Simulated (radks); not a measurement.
**Ne²⁺ in [He] 2s2 2p4: an all-electron calculation**

The task here is to estimate one member of a computed series from the others.

Method: Dirac Kohn-Sham, RPBE, spin-unpolarised, spherical densities, finite nucleus; open shells are shared between the two j in proportion to 2j + 1. Code: radks (a radial shooting solver on a logarithmic mesh, Libxc functionals) version 1.

## The atom as given

| Property | Result |
| --- | --- |
| element | neon (Z = 10) |
| charge | +2 |
| electrons | 8 |
| configuration | [He] 2s2 2p4 |
| nuclear rms radius | 3.0055 fm |

The outer shells:

Ne²⁺
```
[He] core
2s [↑↓]
2p [↑↓][↑ ][↑ ]
```

The first run:

Settings of this run:

```text
Z 10
configuration [He] 2s2 2p4 3s0 3p0 3d0
relativity Dirac
functional rpbe,pbe
spin unpolarised
j_filling average
nucleus finite rms 3.0055 fm
c 137.035999084
```

Launch:

```
python run_ks.py task.json out
```

All runs below come from this command, one after another.

One table of the session follows, with a row left open; its other results are not shown here.

It belongs to the step «Shells». From the orbitals of this run (lengths in bohr):

| level | <r> | outermost maximum (interpolated) | 90 % within |
| --- | --- | --- | --- |
| 1s1/2 | 0.1577 | 0.103 | 0.282 |
| 2s1/2 | 0.8281 | 0.659 | 1.31 |
| 2p1/2 | ? | ? | ? |
| 2p3/2 | 0.8127 | 0.584 | 1.37 |

Q: Estimate the row for 2p1/2 from the others.

The run gave: <r>: 0.8111; outermost maximum (interpolated): 0.583; 90 % within: 1.37. In the column «<r>» it lies between 1s1/2 (0.1577) and 2p3/2 (0.8127).

Caveats from the session: Spin polarisation and multiplet splitting are left out.
